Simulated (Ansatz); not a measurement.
Debugging a short molecular-dynamics run of H2InO, SMILES [O][InH2] (Ansatz's Python interface).

The script reads `h2ino.xyz`:
```text
4

O    -1.75530   -0.39720   -0.18660
In    0.16890    0.01050    0.11710
H     1.04000   -1.09740    0.71440
H     0.60190    1.42380   -0.66520
```

The script, `h2ino_md.py`:
```python
import ansatz as az
import numpy as np


def main() -> None:
    mol = az.Crystal.molecule_from_extxyz("h2ino.xyz")

    base = (
        mol.calculation()
        .basis(gaussian="def2-SVP")
        .functional("hf")
        .spin("collinear", total=1)
    )
    symbols = [site.symbol for site in mol.cartesian_sites]
    start = np.array([site.position_ang for site in mol.cartesian_sites], dtype=float)
    summary = base.relax(force_tolerance=0.02, max_steps=30).run(threads=1).report
    end = np.array(summary["positions_ang"])
    minimum = az.Crystal.molecule()
    for symbol, place in zip(symbols, end):
        minimum = minimum.atom(symbol, place.tolist())

    base = minimum.calculation()
    base = base.basis(gaussian="def2-SVP")
    base = base.functional("hf")
    base = base.spin("collinear", total=1)
    base = base.md("nvt_langevin", timestep=0.25, steps=30, temperature=500, initial_velocities="maxwell_boltzmann", seed=37, friction=0.02)
    frames = []
    outcome = base.session().execute(on_event=lambda e: frames.append(e["data"]) if e["event"] == "md_step" else None)
    print("t (fs)   E_pot (eV)      E_kin (eV)   T (K)   d(0-1) (A)")
    for f in frames[::1]:
        xyz = np.array(f["positions_ang"])
        print(f"{f['time_fs']:6.2f} {f['lagrangian_ev']:14.5f} {f['e_kin_ev']:10.5f} {f['temperature_k']:8.1f} {np.linalg.norm(xyz[0] - xyz[1]):9.4f}")
    print("mean temperature", round(float(np.mean([f["temperature_k"] for f in frames])), 1), "K")


if __name__ == "__main__":
    main()
```

Output of `python h2ino_md.py`:
```text
Traceback (most recent call last):
  File "h2ino_md.py", line 37, in <module>
    main()
    ~~~~^^
  File "h2ino_md.py", line 28, in main
    outcome = base.session().execute(on_event=lambda e: frames.append(e["data"]) if e["event"] == "md_step" else None)
              ^^^^^^^^^^^^^^^^^^^^^^
AttributeError: 'ansatz.Session' object has no attribute 'execute'
```

What is wrong, and how is it mended?

The fault: a session has to be planned before it's executed. The change:

`h2ino_md.py`:
```python
import ansatz as az
import numpy as np


def main() -> None:
    mol = az.Crystal.molecule_from_extxyz("h2ino.xyz")

    base = (
        mol.calculation()
        .basis(gaussian="def2-SVP")
        .functional("hf")
        .spin("collinear", total=1)
    )
    symbols = [site.symbol for site in mol.cartesian_sites]
    start = np.array([site.position_ang for site in mol.cartesian_sites], dtype=float)
    summary = base.relax(force_tolerance=0.02, max_steps=100).run(threads=1).report
    end = np.array(summary["positions_ang"])
    minimum = az.Crystal.molecule()
    for symbol, place in zip(symbols, end):
        minimum = minimum.atom(symbol, place.tolist())

    base = minimum.calculation()
    base = base.basis(gaussian="def2-SVP")
    base = base.functional("hf")
    base = base.spin("collinear", total=1)
    base = base.md("nvt_langevin", timestep=0.25, steps=30, temperature=500, initial_velocities="maxwell_boltzmann", seed=37, friction=0.02)
    frames = []
    outcome = base.session().plan().execute(on_event=lambda e: frames.append(e["data"]) if e["event"] == "md_step" else None)
    print("t (fs)   E_pot (eV)      E_kin (eV)   T (K)   d(0-1) (A)")
    for f in frames[::1]:
        xyz = np.array(f["positions_ang"])
        print(f"{f['time_fs']:6.2f} {f['lagrangian_ev']:14.5f} {f['e_kin_ev']:10.5f} {f['temperature_k']:8.1f} {np.linalg.norm(xyz[0] - xyz[1]):9.4f}")
    print("mean temperature", round(float(np.mean([f["temperature_k"] for f in frames])), 1), "K")


if __name__ == "__main__":
    main()
```

The mended script runs so:

```console
$ python h2ino_md.py
t (fs)   E_pot (eV)      E_kin (eV)   T (K)   d(0-1) (A)
  0.00    -7213.76447    0.19389    375.0    2.0280
  0.25    -7213.76436    0.17476    338.0    2.0287
  0.50    -7213.76401    0.20855    403.3    2.0294
  0.75    -7213.76336    0.19770    382.4    2.0302
  1.00    -7213.76251    0.18012    348.4    2.0308
  1.25    -7213.76143    0.17717    342.7    2.0312
  1.50    -7213.76002    0.17802    344.3    2.0318
  1.75    -7213.75831    0.18532    358.4    2.0324
  2.00    -7213.75641    0.17598    340.4    2.0329
  2.25    -7213.75424    0.17304    334.7    2.0335
  2.50    -7213.75185    0.14740    285.1    2.0341
  2.75    -7213.74953    0.13097    253.3    2.0347
  3.00    -7213.74722    0.13032    252.0    2.0353
  3.25    -7213.74501    0.12600    243.7    2.0360
  3.50    -7213.74301    0.12009    232.3    2.0367
  3.75    -7213.74122    0.13014    251.7    2.0374
  4.00    -7213.73957    0.14579    282.0    2.0381
  4.25    -7213.73834    0.15576    301.3    2.0387
  4.50    -7213.73758    0.16019    309.8    2.0394
  4.75    -7213.73699    0.14528    281.0    2.0400
  5.00    -7213.73635    0.17311    334.8    2.0408
  5.25    -7213.73550    0.16919    327.2    2.0414
  5.50    -7213.73458    0.16169    312.7    2.0421
  5.75    -7213.73359    0.17288    334.4    2.0429
  6.00    -7213.73235    0.16276    314.8    2.0438
  6.25    -7213.73103    0.15920    307.9    2.0446
  6.50    -7213.72988    0.17350    335.6    2.0454
  6.75    -7213.72895    0.17974    347.6    2.0461
  7.00    -7213.72799    0.19509    377.3    2.0467
  7.25    -7213.72680    0.20464    395.8    2.0473
  7.50    -7213.72548    0.20364    393.9    2.0476
mean temperature 323.9 K
```

Total energies depend on the basis set; only differences at equal settings carry meaning. The trajectory is only some femtoseconds long, so its temperature is not equilibrated; where the script doesn't relax first, it starts from a rough generated geometry. def2 sets replace the cores of elements past krypton by effective core potentials. The species is open-shell (spin multiplicity 2). The printed temperature counts all 3N degrees of freedom under Langevin dynamics, so the first row lies under the target. Run time: 38 s on 1 thread of Arm Neoverse V1, on a shared host, peak memory 0.19 GiB.

(Lines on the test bed's own set-up are left out of the output.)
